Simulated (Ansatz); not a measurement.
# GeNH4 (quartet): the correlation ladder at distance Ge1–H5 along a hydrogen transfer = 1.703 Å, cc-pVDZ

Aim: climb from Hartree-Fock through coupled cluster and multireference methods for GeNH4 (quartet) at one geometry and basis, and see what each rung misses.

The runs use Ansatz 0.2.0, Gaussian basis; cc-pVDZ, core rule «outside noble gas», up to 15 orbitals frozen.

To be run: UHF; CCSD(T) on ROHF; CCSD(T) on UHF; BCCD(T) on ROHF; CISD; CCSDT(Q) on ROHF; CCSDT(Q) on UHF; CASSCF and MRCISD+Q, 5 electrons in 5 orbitals; CASSCF and NEVPT2, 5 electrons in 5 orbitals.

10 further runs of the same task are left out: 2 for a mislabelled method, 8 that didn't finish.

**1. The geometry**

The geometry derives from fragments relaxed apart (PBE0/def2-TZVP) and kept rigid, so it is no stationary point. A hydrogen atom is moved between rigid fragments. No spin-orbit coupling is included. The filled d shell of Ge may be among the frozen orbitals whatever the setting's name suggests; the logs give the count.

6 atoms, charge 0, spin multiplicity 4.

Atoms are counted from 1 here; the program's logs count them from 0.

Bond lengths: Ge1–H2 1.534 Å, Ge1–H3 1.534 Å, Ge1–H4 1.534 Å, Ge1–H5 1.703 Å, H5–N6 1.266 Å. Angles: H2–Ge1–H3 109.5°, H2–Ge1–H4 109.5°, H2–Ge1–H5 109.5°, H3–Ge1–H4 109.5°, H3–Ge1–H5 109.5°, H4–Ge1–H5 109.5°, Ge1–H5–N6 180.0°.

**2. UHF**

Contents of in.yaml:

```yaml
crystal:
  periodic: [false, false, false]
  atoms:
    - {symbol: Ge, position_ang: [-0.460483, 0.000000, 0.000000]}
    - {symbol: H, position_ang: [-0.971933, 1.446599, 0.000000]}
    - {symbol: H, position_ang: [-0.971933, -0.723300, 1.252792]}
    - {symbol: H, position_ang: [-0.971933, -0.723299, -1.252792]}
    - {symbol: H, position_ang: [1.242517, 0.000000, 0.000000]}
    - {symbol: N, position_ang: [2.508517, 0.000000, 0.000000]}
basis:
  gaussian: {orbitals: cc-pVDZ}
magnetization: {spin_polarized: true, initial_magnetization: 3}
hamiltonian: {xc: hf}
output: {orbitals: {seedname: orbitals}}
```

The run is started by

```console
$ ansatz run in.yaml --threads 1 --pin off --events-out ev --progress --plain --max-ram 2393MiB
```

The runs that follow: CCSD(T) on ROHF; CCSD(T) on UHF; BCCD(T) on ROHF; CISD; CCSDT(Q) on ROHF; CCSDT(Q) on UHF; CASSCF and MRCISD+Q, 5 electrons in 5 orbitals; CASSCF and NEVPT2, 5 electrons in 5 orbitals.

Before running them: what should the planned runs give, taken together? Wanted: UCCSDT(Q) below the RHF energy; RMP2 from UCCSDT(Q); UMP2 from UCCSDT(Q); RCCSD from UCCSDT(Q); RCCSD(T) from UCCSDT(Q); UCCSD(T) from UCCSDT(Q); RCCSDT(Q) from UCCSDT(Q); NEVPT2 pair from UCCSDT(Q); MRCISD+Q pair from UCCSDT(Q).

As calculated:

| quantity | value |
| --- | --- |
| UCCSDT(Q) below the RHF energy | -7.2835 eV |
| RMP2 from UCCSDT(Q) | +1437.3 meV |
| UMP2 from UCCSDT(Q) | +1447.1 meV |
| RCCSD from UCCSDT(Q) | +176.5 meV |
| RCCSD(T) from UCCSDT(Q) | +37.9 meV |
| UCCSD(T) from UCCSDT(Q) | +35.2 meV |
| RCCSDT(Q) from UCCSDT(Q) | +3.2 meV |
| NEVPT2 pair from UCCSDT(Q) | +1362.4 meV |
| MRCISD+Q pair from UCCSDT(Q) | +47.0 meV |
| levels within 1 kcal/mol (43 meV) | RCCSD(T), UCCSD(T), BCCD(T), RCCSDT, UCCSDT, RCCSDT(Q) |
| T1 diagnostic | 0.028 |

RCCSD(T) lands +37.9 meV from the yardstick (0.5 % of the correlation energy). Of the multireference levels listed MRCISD+Q pair comes nearest in total energy (+47.0 meV), which doesn't show that its space is the better one. These misses are within one basis, not against nature; the frozen cores of restricted and unrestricted runs differ, which can shift their rows.
